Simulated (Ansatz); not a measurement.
Runs of Ansatz 0.2.0 on MnS. The structure is trigonal, space group R-3m (No. 166). Conventional cell: a = 3.660 Å, b = 3.660 Å, c = 8.913 Å, α = 90.00°, β = 90.00°, γ = 120.00°. Mn (site symmetry -3m) is surrounded by 6 S at 2.58 Å. Around S (site symmetry -3m) lie 6 Mn at 2.58 Å. The cell is a database's computed one.

```csv
cell,pressure (GPa),moment (μB)
relaxed to 2 GPa,2.0,3.38
relaxed to 30 GPa,30.0,(a)
relaxed to 10 GPa,10.0,3.09
relaxed,0.0,(b)
relaxed to 5 GPa,5.0,3.19
```

Alike in all rows: task relaxation of cell and atoms; level LDA; potentials or basis all-electron LAPW, scalar-relativistic; spin collinear, ferromagnetic start; k mesh 7 × 7 × 7; smearing fermi-dirac 0.05 eV; basis error allowed 0.001 eV/atom.

Task: Estimate the missing entries.

Result: (a) 2.29; (b) 3.41.

Caveats: the k mesh is thin for a metal, which can move the energy by tens of meV per atom; a cell with one magnetic atom can't hold antiferromagnetic order, which such compounds often take.
